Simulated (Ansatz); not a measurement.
# Ir4Ru: the cost of one run

Computed with Ansatz 0.2.0 (DFT PBE, scalar-relativistic, plane waves, PAW, unless a step's input says otherwise).

1 further run of the same task is left out (it didn't finish).

## Step 1: The structure to begin with

It takes space group I4/m (No. 87, tetragonal). The conventional cell has a = 6.098 Å, b = 6.098 Å, c = 3.857 Å, α = 90.00°, β = 90.00°, γ = 90.00°. Around Ru (site symmetry 4/m) lie 12 Ir at 2.72 Å. Ir (site symmetry m) has 9 Ir at 2.71 to 2.75 Å and 3 Ru at 2.72 Å as nearest neighbours.

Coordinates:

```
CELL_PARAMETERS angstrom
-3.04885 3.04885 1.92836
3.04885 -3.04885 1.92836
3.04885 3.04885 -1.92836
ATOMIC_POSITIONS crystal
Ru 0.50000 0.50000 0.00000
Ir 0.89870 0.70112 0.59982
Ir 0.29888 0.89870 0.19758
Ir 0.70112 0.10130 0.80242
Ir 0.10130 0.29888 0.40018
```

The start is the relaxed end of an invented cell (made as: elements ordered on the sites of the Au type, Ru/Ir on Au (I4/m, No. 87)), taken up again for a closer look.

## Step 2: A first look at the guess

input.yaml reads:

```yaml
crystal:
  lattice:
    - [-3.0488511, 3.0488511, 1.928358]
    - [3.0488511, -3.0488511, 1.928358]
    - [3.0488511, 3.0488511, -1.928358]
  atoms:
    - { symbol: Ru, position: [0.5, 0.5, 0.0] }
    - { symbol: Ir, position: [0.898701, 0.701118, 0.599819] }
    - { symbol: Ir, position: [0.298882, 0.898701, 0.197583] }
    - { symbol: Ir, position: [0.701118, 0.101299, 0.802417] }
    - { symbol: Ir, position: [0.101299, 0.298882, 0.400181] }
basis:
  ecutwfc: 420
kpoints:
  mp_grid: { grid: [6, 6, 6] }
hamiltonian:
  xc: pbe
scf:
  occupations: { method: gaussian, width: 0.1 }
  lower_state_search: "off"
output:
  forces: true
  stress: true
  eigenvalues: true
```

Launch:

```
$ ansatz run input.yaml --threads 1 --pin off --max-ram 3072MiB --backend cpu --events-out ev --progress --plain --runs-dir out
```

What time and memory should one allow on 1 thread of Arm Neoverse V2, shared host?

About 4.8 s, with a peak of 0.39 GiB.
